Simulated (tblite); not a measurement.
# C7H12NP: the cost of one run

The runs use tblite 0.8.0 and PySCF 2.14.0, with density-fitted response routines of our own; the level of theory stands in each step. All values are computed, except where a source is named. Atoms count from 0, in the outputs and in this text.

## 1. The molecule as given

21 atoms, charge 0, multiplicity 1; geometry from: force field or distance geometry start.

Bonds of the start (Å): C0–C1 1.49, C1–C2 1.47, C2–C3 1.35, C3–C4 1.49, C3–P5 1.86, P5–N6 1.71, P5–C7 1.88, C7–C8 1.49, C7–C1 1.33, C0–H9 1.10, C0–H10 1.10, C0–H11 1.09, C2–H12 1.08, C4–H13 1.10, C4–H14 1.09, C4–H15 1.10, N6–H16 1.02, N6–H17 1.02, C8–H18 1.09, C8–H19 1.10, C8–H20 1.10.

## 2. Relaxing the molecule with GFN2-xTB

The job: settings as JSON, then the geometry in Å.

```
{"job": {"kind": "relax", "xc": "GFN2-xTB", "basis": "xTB"}, "charge": 0, "multiplicity": 1}
C     -1.933200    -0.571800     1.565900
C     -0.861600    -0.359700     0.550400
C      0.498700    -0.782900     0.926500
C      1.442400    -0.569500    -0.008600
C      2.883900    -0.923400     0.106900
P      0.701100     0.184600    -1.540800
N      1.089700     1.803400    -1.169500
C     -0.965900     0.177700    -0.666800
C     -2.164700     0.694000    -1.384400
H     -2.919800    -0.219000     1.220900
H     -2.046500    -1.634400     1.806000
H     -1.716300    -0.030600     2.492700
H      0.684200    -1.226100     1.898900
H      3.509100    -0.024800     0.004600
H      3.167500    -1.614600    -0.688900
H      3.115800    -1.389100     1.073600
H      2.087800     1.973100    -1.271400
H      0.871100     2.007400    -0.192700
H     -2.325400     0.156900    -2.317600
H     -2.038600     1.761000    -1.613500
H     -3.088500     0.604800    -0.792700
```

The run is started by

```sh
> OMP_NUM_THREADS=1 python probes_run.py task.json out
```

One launch serves the whole session: the jobs run in the order shown.

**Question.** How long does this first job take on 1 thread of Arm Neoverse V1, shared host?

About 1 s.
